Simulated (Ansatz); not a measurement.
# Cl2FHOTi: the cost of one run

All numbers below are computed with Ansatz 0.2.0 (RKS PBE0/def2-SVP).

**1. Starting point**

Bond lengths: Ti1–O2 1.920 Å, O2–H3 1.010 Å, Ti1–Cl4 2.370 Å, Ti1–F5 1.829 Å, Ti1–Cl6 2.368 Å. Angles: Ti1–O2–H3 109.5°, O2–Ti1–Cl4 109.4°, O2–Ti1–F5 109.5°, O2–Ti1–Cl6 109.5°, Cl4–Ti1–F5 109.5°, Cl4–Ti1–Cl6 109.5°, F5–Ti1–Cl6 109.5°.

Coordinates:

```xyz
6

Ti    0.0000    0.0000    0.0000
O     0.0000    0.0000    1.9200
H    -0.9095   -0.2814    2.2571
Cl    2.2349    0.0000   -0.7892
F    -0.8619    1.4933   -0.6094
Cl   -1.1163   -1.9339   -0.7892
```

**2. Relaxing the start**

Contents of input.yaml:

```yaml
crystal:
  periodic: [false, false, false]
  atoms:
    - { symbol: Ti, position_ang: [0.0, 0.0, 0.0] }
    - { symbol: O, position_ang: [0.0, 0.0, 1.92] }
    - { symbol: H, position_ang: [-0.9095, -0.2814, 2.2571] }
    - { symbol: Cl, position_ang: [2.2349, 0.0, -0.7892] }
    - { symbol: F, position_ang: [-0.8619, 1.4933, -0.6094] }
    - { symbol: Cl, position_ang: [-1.1163, -1.9339, -0.7892] }
basis:
  gaussian: { orbitals: def2-SVP }
hamiltonian:
  xc: pbe0
relax:
  f_tol: 0.02
  max_steps: 40
```

Started as:

```bash
ansatz run input.yaml --threads 4 --pin off --max-ram 5120MiB --backend cpu --events-out ev --progress --plain --runs-dir out
```

Q: Estimate wall time and peak memory on 4 threads of Intel Xeon Platinum 8259CL at 2.50GHz (Skylake/Cascade Lake), shared host.

About 55 s, with a peak of 0.27 GiB.
